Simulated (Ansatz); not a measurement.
# Si₃N₂H₈: up Jacob's ladder to CCSD(T)

The task here is to estimate one member of a computed series from the others.

Method: functionals in def2-TZVPP, the program's frozen cores in correlated methods; program: Ansatz 0.2.0, Gaussian basis.

The runs, in order: LDA (SPW92), PBE-D4, revPBE-D4, BLYP-D4, r2SCAN-D4, B97M-V, PBE0-D4, B3LYP-D4, r2SCANh-D4, r2SCAN0-D4, HSE06-D4, BHLYP-D4, CAM-B3LYP-D4, LC-ωPBE, ωB97X-V, ωB97M-V, B2PLYP, PBE-QIDH; CCSD(T)/def2-SVP; CCSD(T)/def2-TZVPP; MP2/def2-QZVPP; extrapolation to the limit; RPA on PBE.

## Structure used throughout

An earlier PBE0-D4 in a triple-zeta def2 set relaxation fixed the geometry.

SMILES `N[Si]N([SiH3])[SiH3]`, 13 atoms, charge 0, spin multiplicity 1.

Atoms are counted from 1 here; the program's logs count them from 0.

Bond lengths: N1–Si2 1.713 Å, N1–H6 1.008 Å, N1–H7 1.010 Å, Si2–N3 1.755 Å, N3–Si4 1.744 Å, N3–Si5 1.740 Å, Si4–H8 1.488 Å, Si4–H9 1.485 Å, Si4–H10 1.487 Å, Si5–H11 1.489 Å, Si5–H12 1.486 Å, Si5–H13 1.487 Å. Angles: Si2–N1–H6 118.5°, Si2–N1–H7 130.0°, H6–N1–H7 111.4°, N1–Si2–N3 102.0°, Si2–N3–Si4 117.3°, Si2–N3–Si5 125.7°, Si4–N3–Si5 117.0°, N3–Si4–H8 110.6°, N3–Si4–H9 108.1°, N3–Si4–H10 110.9°, H8–Si4–H9 109.7°, H8–Si4–H10 107.9°, H9–Si4–H10 109.6°, N3–Si5–H11 111.1°, N3–Si5–H12 111.5°, N3–Si5–H13 108.8°, H11–Si5–H12 107.8°, H11–Si5–H13 108.6° and more.

The first run:

in.yaml

```yaml
crystal:
  periodic: [false, false, false]
  atoms:
    - {symbol: N, position_ang: [-1.322586, 1.647059, -1.303816]}
    - {symbol: Si, position_ang: [-0.748149, 1.644910, 0.310217]}
    - {symbol: N, position_ang: [0.100347, 0.111391, 0.392409]}
    - {symbol: Si, position_ang: [0.952175, -0.252608, 1.870336]}
    - {symbol: Si, position_ang: [0.108899, -1.111780, -0.845473]}
    - {symbol: H, position_ang: [-1.881737, 2.426367, -1.614209]}
    - {symbol: H, position_ang: [-1.141856, 0.999818, -2.057516]}
    - {symbol: H, position_ang: [0.466691, -1.532789, 2.452017]}
    - {symbol: H, position_ang: [0.710285, 0.856194, 2.827410]}
    - {symbol: H, position_ang: [2.412127, -0.387792, 1.622589]}
    - {symbol: H, position_ang: [0.510145, -0.539521, -2.159941]}
    - {symbol: H, position_ang: [-1.232904, -1.729626, -1.009338]}
    - {symbol: H, position_ang: [1.087064, -2.166424, -0.469984]}
basis:
  gaussian: {orbitals: def2-TZVPP}
hamiltonian: {xc: lda}
output: {orbitals: {seedname: orbitals}}
```

The run is started by

```console
$ ansatz run in.yaml --threads 4 --pin off --events-out ev --progress --plain --max-ram 10444MiB
```

Steps of the session up to this table: LDA; PBE-D4 (GGA); revPBE-D4 (GGA); BLYP-D4 (GGA); r2SCAN-D4 (meta-GGA); B97M-V (meta-GGA); PBE0-D4 (hybrid); B3LYP-D4 (hybrid); r2SCANh-D4 (hybrid); r2SCAN0-D4 (hybrid); HSE06-D4 (hybrid); BHLYP-D4 (hybrid); CAM-B3LYP-D4 (range-separated); LC-ωPBE (range-separated); ωB97X-V (range-separated); ωB97M-V (range-separated); B2PLYP (double hybrid); PBE-QIDH (double hybrid).

One of the session's tables, all rows but one given; the rest of the session is left out.

It belongs to the step «Orbital energies across the functionals». 

| functional | HOMO (eV) | gap (eV) |
| --- | --- | --- |
| LDA (SPW92) | -5.64 | 3.72 |
| PBE-D4 | -5.55 | 3.79 |
| revPBE-D4 | -5.51 | 3.81 |
| BLYP-D4 | -5.42 | 3.81 |
| r2SCAN-D4 | -5.74 | 4.08 |
| B97M-V | -5.89 | 4.20 |
| PBE0-D4 | -6.61 | 5.65 |
| B3LYP-D4 | -6.43 | 5.30 |
| r2SCANh-D4 | -6.14 | 4.79 |
| r2SCAN0-D4 | -6.73 | 5.84 |
| HSE06-D4 | -6.21 | 4.88 |
| BHLYP-D4 | -7.57 | 7.53 |
| CAM-B3LYP-D4 | -7.89 | 8.03 |
| LC-ωPBE | -9.18 | 10.35 |
| ωB97X-V | -8.88 | 9.96 |
| ωB97M-V | ? | ? |

**Question.** Estimate the row for ωB97M-V.

As computed: HOMO (eV): -8.75; gap (eV): 9.69. In the column «HOMO (eV)» it lies between ωB97X-V (-8.88) and CAM-B3LYP-D4 (-7.89).
